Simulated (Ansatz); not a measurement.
# Sr2CrO4: the cost of one run

Program: Ansatz 0.2.0. Level of theory: DFT r2SCAN, scalar-relativistic, plane waves, PAW. These are calculated values, not measurements.

## (1) Starting point

It takes space group I4/mmm (No. 139, tetragonal). Conventional cell: a = 3.772 Å, b = 3.772 Å, c = 12.632 Å, α = 90.00°, β = 90.00°, γ = 90.00°. Sr (site symmetry 4mm) is surrounded by 9 O at 2.49 to 2.67 Å. Cr (site symmetry 4/mmm) is surrounded by 6 O at 1.89 to 1.97 Å. O (site symmetry 4mm) has 1 Cr at 1.97 Å and 5 Sr at 2.49 to 2.67 Å as nearest neighbours. O (site symmetry mmm) is surrounded by 2 Cr at 1.89 Å and 4 Sr at 2.64 Å.

As a file:

```cif
data_structure
_symmetry_space_group_name_H-M 'P 1'
_symmetry_Int_Tables_number 1
_cell_length_a 6.8563
_cell_length_b 6.8563
_cell_length_c 6.8563
_cell_angle_alpha 148.065
_cell_angle_beta 148.065
_cell_angle_gamma 45.790
_cell_volume 89.88
loop_
_atom_site_label
_atom_site_type_symbol
_atom_site_fract_x
_atom_site_fract_y
_atom_site_fract_z
_atom_site_occupancy
Sr1 Sr 0.64628 0.64628 0.00000 1
Sr2 Sr 0.35372 0.35372 0.00000 1
Cr1 Cr 0.00000 0.00000 0.00000 1
O1 O 0.84368 0.84368 0.00000 1
O2 O 0.15632 0.15632 0.00000 1
O3 O 0.50000 0.00000 0.50000 1
O4 O 0.00000 0.50000 0.50000 1
```

The structure comes from the Materials Project (structure only).

(A quick probe on a coarse mesh, which set the mesh and smearing, is not shown.)

## (3) Relaxing cell and atoms

Contents of input.yaml:

```yaml
crystal:
  lattice:
    - [-1.8861519754, 1.8861519754, 6.3161875397]
    - [1.8861519754, -1.8861519754, 6.3161875397]
    - [1.8861519754, 1.8861519754, -6.3161875397]
  atoms:
    - { symbol: Sr, position: [0.64628022, 0.64628022, 0.0] }
    - { symbol: Sr, position: [0.35371978, 0.35371978, 0.0] }
    - { symbol: Cr, position: [0.0, 0.0, 0.0], spin: 1.83 }
    - { symbol: O, position: [0.84368432, 0.84368432, 0.0] }
    - { symbol: O, position: [0.15631568, 0.15631568, 0.0] }
    - { symbol: O, position: [0.5, 0.0, 0.5] }
    - { symbol: O, position: [0.0, 0.5, 0.5] }
basis:
  ecutwfc: 500
kpoints:
  mp_grid: { grid: [14, 14, 14] }
hamiltonian:
  xc: r2scan
scf:
  occupations: { method: gaussian, width: 0.1 }
output:
  forces: true
  stress: true
  eigenvalues: true
  populations: true
  write_density: true
  write_potential: true
  elf: true
  volumetric_format: npy
magnetization:
  spin_polarized: true
relax:
  adjacent_minimum: "off"
  f_tol: 0.005
  max_steps: 80
  cell: { stress_tol: 0.05 }
```

Launch:

```bash
$ ansatz run input.yaml --threads 2 --pin off --max-ram 5120MiB --backend cpu --events-out ev --progress --plain --runs-dir out
```

What time and memory should one allow on 2 threads of Intel Xeon at 2.50GHz (Skylake/Cascade Lake), shared host?

About 34 min, with a peak of 1.8 GiB.
